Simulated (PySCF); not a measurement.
# GaH2: relaxation and vibrations of the doublet

Where does doublet GaH2 go from a bent start, is the end point a minimum, and what are its modes, charges and moments?

Program: PySCF 2.14.0. Level of theory: PBE0, basis Ga def2-TZVP, H def2-TZVP, no relativity, density fitting. These are calculated values, not measurements.

## (1) The starting structure

3 atoms, charge 0, spin multiplicity 2.

Bond lengths: Ga1–H2 1.560 Å, Ga1–H3 1.560 Å. Angles: H2–Ga1–H3 110.0°.

```xyz
3
charge 0 multiplicity 2
Ga    0.0000    0.0000    0.0000
H     1.2779    0.0000    0.8948
H    -1.2779    0.0000    0.8948
```

## (2) The SCF at the typed geometry

The steps below are one call of a driver around PySCF. For each, scf.py gives the equivalent set-up of the SCF; relaxations use the driver's own optimiser. After this first run the driver tries any further starts and a stability analysis.

Contents of scf.py:

```python
from pyscf import gto, scf, dft
mol = gto.M(atom='''
Ga     0.000000     0.000000     0.000000
H      1.277900     0.000000     0.894800
H     -1.277900     0.000000     0.894800''',
    basis={'Ga': 'def2-TZVP', 'H': 'def2-TZVP'},
    charge=0, spin=1)
mf = dft.UKS(mol, xc='PBE0')
mf.grids.atom_grid = (50, 194)
aux = {'Ga': 'def2-universal-JKFIT', 'H': 'def2-universal-JKFIT'}
mf = mf.density_fit(auxbasis=aux)
mf.conv_tol = 1e-08
mf.diis_space = 10
mf.max_cycle = 60
mf.init_guess = 'minao'
mf.verbose = 4
mf.kernel()
```

Launch:

```console
$ OMP_NUM_THREADS=2 python axn.py task.json out
```

The runs that follow: Relaxation: bent start, doublet; Frequencies.

**Question.** What will these runs give? Wanted: minimum; geometry; wavenumbers; dipole moment; highest occupied, lowest empty level; polar-tensor charge of Ga1; zero-point energy; atomisation energy; ⟨S²⟩.

As calculated:

| quantity | value |
| --- | --- |
| minimum | doublet, C2v |
| geometry | Ga–H 1.593 Å (×2); H–Ga–H 120.4° |
| wavenumbers (cm⁻¹) | 734 (a1), 1812 (a1), 1874 (b2) |
| dipole moment | 0.25 D |
| highest occupied, lowest empty level (either spin) | -5.60, -2.38 eV |
| polar-tensor charge of Ga1 | +0.49 e |
| zero-point energy | 26.4 kJ/mol |
| entropy at 298.15 K | 224.9 J/(mol K) |
| atomisation energy (no zero-point energy) | 462 kJ/mol |
| ⟨S²⟩ | 0.752 |

What this shows: The bent start keeps its C2v symmetry and ends in a minimum. The strongest infrared band lies at 1874 cm⁻¹ (b2, stretch). Most of the spin sits on Ga1 (Mulliken spin 0.77, against 1 for the whole molecule). Only this shape and spin were tried, so other structures or states may lie lower.
